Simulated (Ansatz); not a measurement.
A run of Ansatz 0.2.0:

File input.yaml:

```yaml
crystal:
  lattice:
    - [2.7775881998, 0.0, 0.0]
    - [-1.3887940999, 2.4054619423, 0.0]
    - [0.0, 0.0, 4.808602]
  atoms:
    - { symbol: Ag, position: [-0.027288, -0.004797, 0.503449] }
    - { symbol: Rh, position: [0.671329, 0.314522, -0.008859] }
kpoints:
  mp_grid: { grid: [11, 11, 6] }
scf:
  occupations: { method: fermi_dirac, width: 0.05 }
hamiltonian:
  xc: pbe
  pseudopotentials: { kind: all_electron, lapw: { basis_error: 0.001 } }
output:
  forces: true
  stress: true
  eigenvalues: true
  populations: true
```

Potentials or basis: all-electron LAPW, scalar-relativistic.

Launch:

```console
$ ansatz run input.yaml --threads 1 --pin off --max-ram 3072MiB --backend cpu --events-out ev --progress --plain --runs-dir out
```

Hardware: 1 thread of Intel(R) Xeon(R) Processor @ 2.50GHz (Skylake/Cascade Lake) (shared host).

Estimate the wall time of this run.

Run time: 7.2 min on 1 thread of Intel(R) Xeon(R) Processor @ 2.50GHz (Skylake/Cascade Lake) (shared host), peak memory 1 GiB. Counts: scf iterations 11, plane waves 325, k points 364, bands 28.
